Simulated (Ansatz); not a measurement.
**C: energy and stress against strain**

This session takes C and sets out to see how energy and stress answer to the strain pattern (1, 0, 0, 0, 0, 0).

Method: DFT LDA, scalar-relativistic, plane waves, PAW, in Ansatz 0.2.0.

2 further runs of the same task are left out: 2 set aside as unsound or not needed. Runs told in other sessions of the task aren't counted.

### 1 Starting point

Symmetry: P6/mmm, No. 191, hexagonal system. The conventional cell has a = 4.775 Å, b = 4.775 Å, c = 4.132 Å, α = 90.00°, β = 90.00°, γ = 120.00°. Around C (site symmetry 3m) lie 4 C at 1.52 Å. C (site symmetry 2mm) is surrounded by 3 C at 1.33 to 1.52 Å.

As a file:

```
CELL_PARAMETERS angstrom
4.77496 0.00000 0.00000
-2.38748 4.13523 0.00000
0.00000 0.00000 4.13198
ATOMIC_POSITIONS crystal
C 0.66667 0.33333 0.18346
C 0.33333 0.66667 0.18346
C 0.66667 0.33333 0.81654
C 0.33333 0.66667 0.81654
C 0.50000 0.50000 0.33953
C 0.00000 0.50000 0.33953
C 0.50000 0.00000 0.33953
C 0.50000 0.50000 0.66047
C 0.50000 0.00000 0.66047
C 0.00000 0.50000 0.66047
```

This cell was relaxed beforehand with the same method: volume 8.16 Å³/atom, gap on the mesh none (metal).

### 2 The reference cell

The reference gives a free energy of -2424.6136 eV, pressure -0.01 GPa, largest force 0.009 eV/Å and gap on the mesh none (metal). It was computed beforehand with the settings of the runs below.

### 3 Next: energy and stress against strain

The cell is strained by ε times the Voigt pattern (1, 0, 0, 0, 0, 0) (xx, yy, zz, yz, xz, xy; engineering shear), with fractional coordinates fixed (clamped ions). The stress on the pattern is the sum of the stress components weighted by it, tension positive.

### 4 Point ε = -0.1500

Contents of input.yaml:

```yaml
crystal:
  lattice:
    - [4.0587127227, 0.0, 0.0]
    - [-2.0293563614, 4.135233323, 0.0]
    - [0.0, 0.0, 4.1319840921]
  atoms:
    - { symbol: C, position: [0.6666666667, 0.3333333333, 0.1834601087] }
    - { symbol: C, position: [0.3333333333, 0.6666666667, 0.1834601087] }
    - { symbol: C, position: [0.6666666667, 0.3333333333, 0.8165398913] }
    - { symbol: C, position: [0.3333333333, 0.6666666667, 0.8165398913] }
    - { symbol: C, position: [0.5, 0.5, 0.3395339677] }
    - { symbol: C, position: [0.0, 0.5, 0.3395339677] }
    - { symbol: C, position: [0.5, 0.0, 0.3395339677] }
    - { symbol: C, position: [0.5, 0.5, 0.6604660323] }
    - { symbol: C, position: [0.5, 0.0, 0.6604660323] }
    - { symbol: C, position: [0.0, 0.5, 0.6604660323] }
basis:
  ecutwfc: 420
kpoints:
  mp_grid: { grid: [12, 12, 10] }
hamiltonian:
  xc: lda
scf:
  occupations: { method: gaussian, width: 0.15 }
output:
  forces: true
  stress: true
  eigenvalues: true
```

Started as:

```console
> ansatz run input.yaml --threads 2 --pin off --max-ram 5120MiB --backend cpu --events-out ev --progress --plain --runs-dir out
```

### 5 Point ε = 0.1125

input.yaml, as its differences from that of step 4:

```diff
@@ -2,4 +2,4 @@
   lattice:
-    - [4.0587127227, 0.0, 0.0]
-    - [-2.0293563614, 4.135233323, 0.0]
+    - [5.3121387106, 0.0, 0.0]
+    - [-2.6560693553, 4.135233323, 0.0]
     - [0.0, 0.0, 4.1319840921]
```

### 6 Point ε = -0.0750

input.yaml, as its differences from that of step 5:

```diff
@@ -2,4 +2,4 @@
   lattice:
-    - [5.3121387106, 0.0, 0.0]
-    - [-2.6560693553, 4.135233323, 0.0]
+    - [4.4168344336, 0.0, 0.0]
+    - [-2.2084172168, 4.135233323, 0.0]
     - [0.0, 0.0, 4.1319840921]
```

### 7 At ε = 0.0375

input.yaml, as its differences from that of step 6:

```diff
@@ -2,4 +2,4 @@
   lattice:
-    - [4.4168344336, 0.0, 0.0]
-    - [-2.2084172168, 4.135233323, 0.0]
+    - [4.9540169998, 0.0, 0.0]
+    - [-2.4770084999, 4.135233323, 0.0]
     - [0.0, 0.0, 4.1319840921]
```

### 8 ε = 0.1500

input.yaml, as its differences from that of step 7:

```diff
@@ -2,4 +2,4 @@
   lattice:
-    - [4.9540169998, 0.0, 0.0]
-    - [-2.4770084999, 4.135233323, 0.0]
+    - [5.4911995661, 0.0, 0.0]
+    - [-2.745599783, 4.135233323, 0.0]
     - [0.0, 0.0, 4.1319840921]
```

### 9 Point ε = -0.1125

input.yaml, as its differences from that of step 8:

```diff
@@ -2,4 +2,4 @@
   lattice:
-    - [5.4911995661, 0.0, 0.0]
-    - [-2.745599783, 4.135233323, 0.0]
+    - [4.2377735782, 0.0, 0.0]
+    - [-2.1188867891, 4.135233323, 0.0]
     - [0.0, 0.0, 4.1319840921]
```

### 10 Point ε = 0.0750

input.yaml, as its differences from that of step 9:

```diff
@@ -2,4 +2,4 @@
   lattice:
-    - [4.2377735782, 0.0, 0.0]
-    - [-2.1188867891, 4.135233323, 0.0]
+    - [5.1330778552, 0.0, 0.0]
+    - [-2.5665389276, 4.135233323, 0.0]
     - [0.0, 0.0, 4.1319840921]
```

### 11 At ε = -0.0375

input.yaml, as its differences from that of step 10:

```diff
@@ -2,4 +2,4 @@
   lattice:
-    - [5.1330778552, 0.0, 0.0]
-    - [-2.5665389276, 4.135233323, 0.0]
+    - [4.595895289, 0.0, 0.0]
+    - [-2.2979476445, 4.135233323, 0.0]
     - [0.0, 0.0, 4.1319840921]
```

### 12 Point ε = 0.1312

input.yaml, as its differences from that of step 11:

```diff
@@ -2,4 +2,4 @@
   lattice:
-    - [4.595895289, 0.0, 0.0]
-    - [-2.2979476445, 4.135233323, 0.0]
+    - [5.4014303905, 0.0, 0.0]
+    - [-2.7007151953, 4.135233323, 0.0]
     - [0.0, 0.0, 4.1319840921]
```

(Steps that only read results are left out.)

Before running it: what results should come out? Wanted: slope of the stress at ε = 0, over ±0.0375.

As calculated:

```
                                  quantity    value
slope of the stress at ε = 0, over ±0.0375  520 GPa
```

From the stress slope, C11 is about 520 GPa with the ions clamped; letting the atoms relax could not make it stiffer. The step is wide, so higher orders mix in. The undisturbed cell stays the lowest of the sampled points. Compression costs more than tension: 327.7 against 236.9 meV/atom at the ends.
